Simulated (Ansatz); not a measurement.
# PtS2: the cost of one run

Program: Ansatz 0.2.0. Level of theory: DFT PBE+D3(BJ), scalar-relativistic, plane waves, PAW. These are calculated values, not measurements.

The COD entry's cell or inner coordinates are ideal or old and differ from later refinements, so a difference from it is no clean test against experiment.

21 further runs of the same task are left out: 21 set aside as unsound or not needed.

## 1. The system as given

The structure is trigonal, space group P-3m1 (No. 164). Conventional cell: a = 3.683 Å, b = 3.683 Å, c = 30.825 Å, α = 90.00°, β = 90.00°, γ = 120.00°. Around S (site symmetry 3m) lie 3 Pt at 2.45 Å. Around Pt (site symmetry -3m) lie 6 S at 2.45 Å.

Coordinates:

```
CELL_PARAMETERS angstrom
3.68300 0.00000 0.00000
-1.84150 3.18957 0.00000
0.00000 0.00000 30.82549
ATOMIC_POSITIONS crystal
S 0.66667 0.33333 0.46041
Pt 0.00000 0.00000 0.50000
S 0.33333 0.66667 0.53959
```

This is the geometry of the first run shown, built on a cell relaxed beforehand with the same method.

## 2. What is varied

Atoms count from 1 in the order of the input.

The lattice constant and the thickness of a sheet are varied, nothing relaxed.

The axes are (1) lattice constant a of the sheet (both vectors scaled alike): 7 values from 3.400 to 3.683 Å; (2) thickness: height of S3 above S1, all heights scaled alike: 7 values from 2.354 to 2.613 Å.

Nothing else is relaxed. Points are written as (first, second).

## 3. Grid point (3.683 Å, 2.441 Å)

The sheet is isolated along c: the input cuts the Coulomb interaction between periodic copies.

input.yaml

```yaml
crystal:
  lattice:
    - [3.683, 0.0, 0.0]
    - [-1.8415, 3.1895715621, 0.0]
    - [0.0, 0.0, 30.8254864268]
  atoms:
    - { symbol: S, position: [0.6666666667, 0.3333333333, 0.4604061398] }
    - { symbol: Pt, position: [0.0, 0.0, 0.5] }
    - { symbol: S, position: [0.3333333333, 0.6666666667, 0.5395938602] }
  periodic: [true, true, false]
basis:
  ecutwfc: 420
kpoints:
  mp_grid: { grid: [9, 9, 1] }
hamiltonian:
  xc: pbe
  dispersion: d3bj
scf:
  occupations: { method: gaussian, width: 0.02 }
output:
  forces: true
  stress: true
  eigenvalues: true
```

On the command line:

```console
$ ansatz run input.yaml --threads 1 --pin off --max-ram 3072MiB --backend cpu --events-out ev --progress --plain --runs-dir out
```

What time and memory should one allow on 1 thread of Arm Neoverse V1, shared host?

About 5.8 s, with a peak of 0.48 GiB.
